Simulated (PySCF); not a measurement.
# AlSiH5S2O (SMILES [SiH3][O][Al]([SH])[SH]): levels of theory compared

Wanted: a comparison of 6 runs (HF/3-21G, HF/def2-SVP, B3LYP/6-31G*, PBE0/def2-SVP, CAM-B3LYP/6-311+G**, BLYP/def2-TZVP) of AlSiH5S2O. The job is set up through a Python script.

The results are computed with PySCF 2.14.0.

## (1) The structure to begin with

The species is AlSiH5S2O (10 atoms), meant as a singlet with charge 0. As SMILES, `[SiH3][O][Al]([SH])[SH]`. The shape is that of a PBE0-D4/def2-TZVP optimisation. This is one conformer, not always the lowest.

Bond lengths: Si1–O2 1.625 Å, O2–Al3 1.674 Å, Al3–S4 2.171 Å, Al3–S5 2.172 Å, Si1–H6 1.488 Å, Si1–H7 1.486 Å, Si1–H8 1.486 Å, S4–H9 1.345 Å, S5–H10 1.345 Å. Some angles: Si1–O2–Al3 173.4°, O2–Al3–S4 120.5°, O2–Al3–S5 121.0°, S4–Al3–S5 118.5°, O2–Si1–H6 110.2°, O2–Si1–H7 109.8°, O2–Si1–H8 109.9°, Al3–S4–H9 91.9°, Al3–S5–H10 92.0°, H6–Si1–H7 108.9°.

## (2) Energy and gradient at HF/3-21G (run 1)

Input file input.py:

```python
from pyscf import gto, scf

mol = gto.Mole()
mol.atom = '''
Si       0.491000      -1.804000      -0.213500
O       -0.028100      -0.275200      -0.026300
Al      -0.376300       1.351900       0.161300
S       -2.407800       2.004700       0.559400
S        1.185000       2.854100       0.013900
H        1.976000      -1.854800      -0.141100
H        0.054600      -2.326100      -1.534800
H       -0.073200      -2.663600       0.859700
H       -2.864900       0.740000       0.540400
H        2.126700       1.921900      -0.216300
'''
mol.charge = 0
mol.basis = '3-21g'
mol.verbose = 4
mol.max_memory = 1860
mol.build()

hf = scf.RHF(mol)
hf.conv_tol = 1e-10
hf.kernel()
if not hf.converged:
    hf = hf.newton().run(hf.mo_coeff, hf.mo_occ)

e_tot = hf.e_tot
print('Final energy', e_tot)
grad = hf.nuc_grad_method().kernel()
hf.analyze()
```

Launch:

```sh
$ OMP_NUM_THREADS=1 python input.py
```

The log of the run:

```text
PySCF version 2.14.0

[... 86 lines left out ...]
MO #1   energy= -91.3158761046118  occ= 2
[... 13 lines left out ...]
MO #15  energy= -4.94653464780831  occ= 2
[... 13 lines left out ...]
MO #29  energy= -0.573825142976402 occ= 2
[... 13 lines left out ...]
MO #43  energy= 0.217861955544719  occ= 0
[... 13 lines left out ...]
MO #57  energy= 0.733189826097825  occ= 0
[... 13 lines left out ...]
MO #71  energy= 3.09254818919481   occ= 0
[... 84 lines left out ...]
Dipole moment(X, Y, Z, Debye):  0.99349, -3.85636, -0.45395
```

It took 4.5 s on 1 thread of Intel Xeon at 2.70GHz, shared host; peak memory 0.14 GiB.

## (3) Energy and forces at HF/def2-SVP (run 2)

input.py: that of step 2 with these lines changed.

```diff
@@ -15,4 +15,4 @@
 '''
-mol.charge = 0
-mol.basis = '3-21g'
+mol.spin = 0
+mol.basis = 'def2-svp'
 mol.verbose = 4
@@ -28,3 +28,3 @@
 e_tot = hf.e_tot
-print('Final energy', e_tot)
+print('E = %.10f Eh' % e_tot)
 grad = hf.nuc_grad_method().kernel()
```

Launch:

```sh
$ OMP_NUM_THREADS=1 python input.py
```

The log of the run:

```text
PySCF version 2.14.0

[... 96 lines left out ...]
MO #11  energy= -6.63660219312686  occ= 2
[... 19 lines left out ...]
MO #31  energy= -0.469465033151941 occ= 2
[... 19 lines left out ...]
MO #51  energy= 0.465224124780798  occ= 0
[... 19 lines left out ...]
MO #71  energy= 0.922084802236174  occ= 0
[... 19 lines left out ...]
MO #91  energy= 1.63179335461921   occ= 0
[... 19 lines left out ...]
MO #111 energy= 3.5897907891622    occ= 0
[... 124 lines left out ...]
Dipole moment(X, Y, Z, Debye):  0.55696, -2.17370, -0.24967
```

It took 18 s on 1 thread of Intel Xeon at 2.70GHz, shared host; peak memory 0.26 GiB.

Run 3 isn't shown in full; the table further down has it.

## (4) Energy and forces at PBE0/def2-SVP (run 4)

Input file calc.py:

```python
from pyscf import gto, dft

mol = gto.Mole()
mol.atom = '''
Si     0.491000    -1.804000    -0.213500
O     -0.028100    -0.275200    -0.026300
Al    -0.376300     1.351900     0.161300
S     -2.407800     2.004700     0.559400
S      1.185000     2.854100     0.013900
H      1.976000    -1.854800    -0.141100
H      0.054600    -2.326100    -1.534800
H     -0.073200    -2.663600     0.859700
H     -2.864900     0.740000     0.540400
H      2.126700     1.921900    -0.216300
'''
mol.charge = 0
mol.spin = 0
mol.basis = 'def2-svp'
mol.verbose = 4
mol.max_memory = 1860
mol.build()

mf = dft.RKS(mol, xc='pbe0')
mf.conv_tol = 1e-10
mf.grids.level = 5
mf.kernel()
if not mf.converged:
    mf = mf.newton().run(mf.mo_coeff, mf.mo_occ)

e_tot = mf.e_tot
print('Final energy', e_tot)
grad = mf.nuc_grad_method().kernel()
dip = mf.dip_moment()
pop, q = mf.mulliken_pop()
```

Launch:

```sh
$ OMP_NUM_THREADS=1 python calc.py
```

The log of the run:

```text
PySCF version 2.14.0

[... 77 lines left out ...]
converged SCF energy = -1405.64409984197
Final energy -1405.6440998419723
[... 12 lines left out ...]
Dipole moment(X, Y, Z, Debye):  0.48049, -1.93745, -0.22222
[... 122 lines left out ...]
charge of    9H =      0.10579
```

Run time: 62 s. Hardware: 1 thread of Intel Xeon at 2.70GHz, shared host; peak memory 1.1 GiB.

Run 5 isn't shown in full; the table further down has it.

## (5) Energy and gradient at BLYP/def2-TZVP (run 6)

Input file input.py:

```python
# [SiH3][O][Al]([SH])[SH]
import pyscf.grad
from pyscf import gto, dft

mol = gto.M(
    atom=[
    ('Si', (0.491000, -1.804000, -0.213500)),
    ('O', (-0.028100, -0.275200, -0.026300)),
    ('Al', (-0.376300, 1.351900, 0.161300)),
    ('S', (-2.407800, 2.004700, 0.559400)),
    ('S', (1.185000, 2.854100, 0.013900)),
    ('H', (1.976000, -1.854800, -0.141100)),
    ('H', (0.054600, -2.326100, -1.534800)),
    ('H', (-0.073200, -2.663600, 0.859700)),
    ('H', (-2.864900, 0.740000, 0.540400)),
    ('H', (2.126700, 1.921900, -0.216300)),
],
    verbose=3,
    max_memory=1860,
    basis='def2-tzvp',
)

mf = dft.RKS(mol, xc='blyp')
mf.conv_tol = 1e-10
mf.grids.level = 5
mf.kernel()
if not mf.converged:
    mf = mf.newton().run(mf.mo_coeff, mf.mo_occ)

energy = mf.e_tot
print('E = %.10f Eh' % energy)
grad = mf.Gradients().kernel()
dip = mf.dip_moment()
pop, q = mf.mulliken_pop()
```

Launch:

```sh
$ OMP_NUM_THREADS=1 python input.py
```

The log of the run:

```text
converged SCF energy = -1406.78317254872
[... 9 lines left out ...]
Dipole moment(X, Y, Z, Debye):  0.29800, -1.29600, -0.15075
[... 220 lines left out ...]
charge of    9H =      0.14131
```

Run time: 6.6 min. Hardware: 1 thread of Intel Xeon at 2.70GHz, shared host; peak memory 1.7 GiB.

## (6) The series

```csv
run,level,Cartesian functions,integration grid,energy (Eh),dipole moment (D),HOMO energy (eV),LUMO energy (eV),wall time
1,HF/3-21G,no,–,-1396.654796,4.01,-10.60,2.35,4.5 s
2,HF/def2-SVP,no,–,-1403.412347,2.26,-10.29,2.48,18 s
3,B3LYP/6-31G* (Cartesian functions),yes,5,-1406.717984,2.31,-7.31,-0.91,62 s
4,PBE0/def2-SVP,no,5,-1405.644100,2.01,-7.53,-0.50,62 s
5,CAM-B3LYP/6-311+G**,no,5,-1406.785637,2.25,-8.98,-0.34,3.8 min
6,BLYP/def2-TZVP,no,5,-1406.783173,1.34,-6.30,-1.47,6.6 min
```

## (7) What came out

| quantity | value |
| --- | --- |
| run 6: total energy | -1406.78317 Eh |
| run 6: dipole moment | 1.34 D |
| run 6: HOMO energy | -6.30 eV |
| run 6: LUMO energy | -1.47 eV |
| run 6: HOMO–LUMO gap | 4.83 eV |
| run 6: largest force on an atom | 0.586 eV/Å |

**Reading.** The dipole moment (its size) runs from 1.34 D (BLYP/def2-TZVP) to 4.01 D (HF/3-21G). The two ends differ in method and basis. The HOMO–LUMO gap runs from 4.83 eV (BLYP/def2-TZVP) to 12.95 eV (HF/3-21G). Totals of different functionals can't be ranked against each other. All runs together took 13 min, the longest 6.6 min.
